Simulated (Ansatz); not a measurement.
# C2H8S2Si: the cost of one run

The runs use Ansatz 0.2.0, Gaussian basis; the settings change from run to run.

### 1 The geometry

The geometry comes from an earlier relaxation with PBE0-D4 in a triple-zeta def2 set; it is a stationary point, not always the lowest conformer.

SMILES `C[Si](C)(S)S`, 13 atoms, charge 0, spin multiplicity 1.

Atoms are counted from 1 here; the program's logs count them from 0.

Bond lengths: C1–Si2 1.862 Å, C1–H6 1.093 Å, C1–H7 1.091 Å, C1–H8 1.093 Å, Si2–C3 1.864 Å, Si2–S4 2.140 Å, Si2–S5 2.149 Å, C3–H9 1.094 Å, C3–H10 1.092 Å, C3–H11 1.093 Å, S4–H12 1.344 Å, S5–H13 1.345 Å. Angles: Si2–C1–H6 110.1°, Si2–C1–H7 110.7°, Si2–C1–H8 110.8°, H6–C1–H7 108.0°, H6–C1–H8 108.3°, H7–C1–H8 108.7°, C1–Si2–C3 111.6°, C1–Si2–S4 105.4°, C1–Si2–S5 112.2°, C3–Si2–S4 112.3°, C3–Si2–S5 109.5°, S4–Si2–S5 105.6°, Si2–C3–H9 110.7°, Si2–C3–H10 111.0°, Si2–C3–H11 110.1°, H9–C3–H10 108.1°, H9–C3–H11 108.3°, H10–C3–H11 108.5° and more.

### 2 CAM-B3LYP/pcseg-2

This run has unrestricted orbitals, coordinates scaled by 0.96, D4 dispersion.

The input, in.yaml:

```yaml
crystal:
  periodic: [false, false, false]
  atoms:
    - {symbol: C, position_ang: [-1.522499, 0.783681, -0.015191]}
    - {symbol: Si, position_ang: [0.076516, 0.062787, -0.359938]}
    - {symbol: C, position_ang: [0.630460, -0.983384, 0.982116]}
    - {symbol: S, position_ang: [-0.162526, -0.978956, -2.114730]}
    - {symbol: S, position_ang: [1.508255, 1.494373, -0.753774]}
    - {symbol: H, position_ang: [-1.472781, 1.376116, 0.849425]}
    - {symbol: H, position_ang: [-1.833838, 1.393020, -0.808733]}
    - {symbol: H, position_ang: [-2.243716, 0.036777, 0.138444]}
    - {symbol: H, position_ang: [0.741533, -0.426986, 1.865720]}
    - {symbol: H, position_ang: [1.553171, -1.426149, 0.757224]}
    - {symbol: H, position_ang: [-0.070237, -1.744212, 1.158174]}
    - {symbol: H, position_ang: [1.067283, -1.363263, -2.174814]}
    - {symbol: H, position_ang: [1.747866, 1.742691, 0.490379]}
basis:
  gaussian: {orbitals: pcseg-2}
magnetization: {spin_polarized: true, initial_magnetization: 0}
hamiltonian: {xc: {name: CAM-B3LYP}, dispersion: d4}
```

Launch:

```sh
$ ansatz run in.yaml --threads 4 --pin off --events-out ev --progress --plain --max-ram 10444MiB
```

**Question.** How long does this run take on 4 threads of AMD EPYC 9R45, shared host, and how much memory does it need?

About 4.2 s, with a peak of 1.3 GiB.
